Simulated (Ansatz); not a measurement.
# H4S2Sn: the cost of one run

Program: Ansatz 0.2.0. Level of theory: RKS PBE0/def2-SVP. These are calculated values, not measurements.

### 1 The structure to begin with

Bond lengths: S1–Sn2 2.400 Å, Sn2–S3 2.387 Å, S1–H4 1.444 Å, Sn2–H5 1.762 Å, Sn2–H6 1.759 Å, S3–H7 1.407 Å. Angles: S1–Sn2–S3 107.5°, S1–Sn2–H5 109.5°, S1–Sn2–H6 111.0°, S3–Sn2–H5 109.6°, S3–Sn2–H6 109.8°, H5–Sn2–H6 109.4°, Sn2–S1–H4 88.8°, Sn2–S3–H7 94.0°.

As a file:

```xyz
7

S    -1.5339   -1.0268   -0.8450
Sn    0.0343    0.4278    0.2434
S     1.6836   -0.9457    1.2878
H    -2.2437    0.1402   -1.3125
H     0.8018    1.4657   -0.9558
H    -0.7657    1.4232    1.4535
H     2.0848   -1.5525    0.0830
```

### 2 End point A

File input.yaml:

```yaml
crystal:
  periodic: [false, false, false]
  atoms:
    - { symbol: S, position_ang: [-1.5339, -1.0268, -0.845] }
    - { symbol: Sn, position_ang: [0.0343, 0.4278, 0.2434] }
    - { symbol: S, position_ang: [1.6836, -0.9457, 1.2878] }
    - { symbol: H, position_ang: [-2.2437, 0.1402, -1.3125] }
    - { symbol: H, position_ang: [0.8018, 1.4657, -0.9558] }
    - { symbol: H, position_ang: [-0.7657, 1.4232, 1.4535] }
    - { symbol: H, position_ang: [2.0848, -1.5525, 0.083] }
basis:
  gaussian: { orbitals: def2-SVP }
hamiltonian:
  xc: pbe0
relax:
  f_tol: 0.015
  max_steps: 40
```

Launch:

```console
ansatz run input.yaml --threads 1 --pin off --max-ram 2048MiB --backend cpu --events-out ev --progress --plain --runs-dir out
```

Q: Estimate wall time and peak memory on 1 thread of Arm Neoverse V2, shared host.

About 2 min, with a peak of 0.17 GiB.
